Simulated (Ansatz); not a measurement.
Crystal: HPbNO4.

```xyz
7
Lattice="3.8571 0.0018 -0.0366 0.1735 4.3344 -0.0165 0.7580 0.8387 5.8766" Properties=species:S:1:pos:R:3 pbc="T T T"
H     2.6784    4.0493    1.1289
Pb    3.2640    2.7055    5.3570
N     3.1776    1.4531    2.9117
O     1.3252    2.6900    4.5562
O     2.9731    4.6255    2.8902
O     2.3661    4.0462    0.1903
O     3.3249    2.1006    1.8421
```

The cell was built by a generator and needn't be a form met in nature.

Base run:

- Program: Ansatz 0.2.0
- Functional: r2SCAN
- Potentials or basis: Ansatz PAW
- Cutoff: 500 eV (not typed: the program's choice for these potentials)
- k mesh: 7 × 6 × 5
- Occupations: fermi-dirac, width 0.05 eV
- Spin: no spin polarisation

Its results: band gap on the k mesh 0.41 eV, indirect (least direct gap 0.69 eV); pressure -4.2 GPa; largest force 0.583 eV/Å.

The run is repeated on the same cell with these changes: functional from r2SCAN to revPBE; cutoff from 500 eV (not typed: the program's choice for these potentials) to 420 eV (not typed: the program's choice for these potentials). What comes out?

Band gap on the k mesh 0.36 eV, indirect (least direct gap 0.59 eV); pressure 2.1 GPa; largest force 0.219 eV/Å.

Caveats: the k mesh misses the band edges, so the gap on the mesh is wider than the one along the path; spin-orbit coupling is left out, which as a rule narrows the gap of such compounds by several tenths of an eV; the PAW data sets come from PBE, with cores solved anew for the run's functional, which leaves a small shift of forces and pressure.
